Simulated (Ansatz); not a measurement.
Consider an atomisation energy of CH4ClISn, SMILES [CH3][SnH]([Cl])[I] (Ansatz 0.2.0 through its Python package).

`ch4clisn_tae.py`:
```python
from collections import Counter

import ansatz

SETTINGS = {
    'basis_set': 'def2-SVP',
    'xc': 'pbe',
    'vdw': 'd3bj',
}


def single_point(molecule, charge=0, unpaired=0):
    calc = (
        molecule.calculation()
        .basis(gaussian=SETTINGS['basis_set'])
        .functional(SETTINGS['xc'], dispersion=SETTINGS['vdw'])
    )
    if charge:
        calc = calc.charge(charge)
    if unpaired:
        calc = calc.spin('collinear', total=unpaired)
    report = calc.run(threads=1, backend='cpu').report
    if report['published_state_doubts']:
        print('  doubts:', report['published_state_doubts'])
    return report['free_energy_ev']


def main() -> None:
    geometry_ang = [
        ('C', (-0.2995, 1.1094, 0.1719)),
        ('Sn', (0.3364, -0.8317, -0.2725)),
        ('Cl', (2.1897, -1.3065, 1.0456)),
        ('I', (-1.576, -2.6031, 0.281)),
        ('H', (-0.6206, 1.2164, 1.215)),
        ('H', (0.4588, 1.8977, -0.0649)),
        ('H', (-1.209, 1.3833, -0.4612)),
        ('H', (0.8123, -0.9227, -1.9707)),
    ]
    system = ansatz.Crystal.molecule()
    for symbol, xyz in geometry_ang:
        system = system.atom(symbol, xyz)

    unpaired = {'C': 2, 'Sn': 2, 'Cl': 1, 'I': 1, 'H': 1}
    counts = Counter(site.symbol for site in system.cartesian_sites)
    atom_energy = {s: single_point(ansatz.Crystal.molecule().atom(s, (0, 0, 0)), 0, unpaired[s]) for s in counts}
    whole = single_point(system, 0, 0)
    for s, e in atom_energy.items():
        print(f'{s:2s} x{counts[s]}  {e:14.5f} eV')
    print(f'CH4ClISn: {whole:.5f} eV')
    split = sum(counts[s] * e for s, e in atom_energy.items()) - whole
    print(f'atomisation energy (no zero-point term): {split:.3f} eV, {split / sum(counts.values()):.3f} eV an atom')


if __name__ == '__main__':
    main()
```

What does it cost to take this molecule apart into atoms?

24.807 eV from the electronic energies, without the zero-point term.

What the script printed:

```console
$ python ch4clisn_tae.py
C  x1     -1027.26350 eV
Sn x1     -5829.87635 eV
Cl x1    -12511.71430 eV
I  x1     -8099.62623 eV
H  x4       -13.56840 eV
CH4ClISn: -27547.56064 eV
atomisation energy (no zero-point term): 24.807 eV, 3.101 eV an atom
```

Total energies depend on the basis set; only differences at equal settings carry meaning. The geometry is a force-field or estimated start, not a minimum of this method, and the basis set is short of its limit. All parts are taken at fixed geometry, without zero-point energy. def2 sets replace the cores of elements past krypton by effective core potentials. This functional overbinds, so such energies come out a few per cent too high (LDA far more). The spin-orbit lowering of heavy atoms is left out. Hardware and time: 4.4 s on 1 thread of Arm Neoverse V2, with other jobs on the host, peak memory 0.21 GiB.
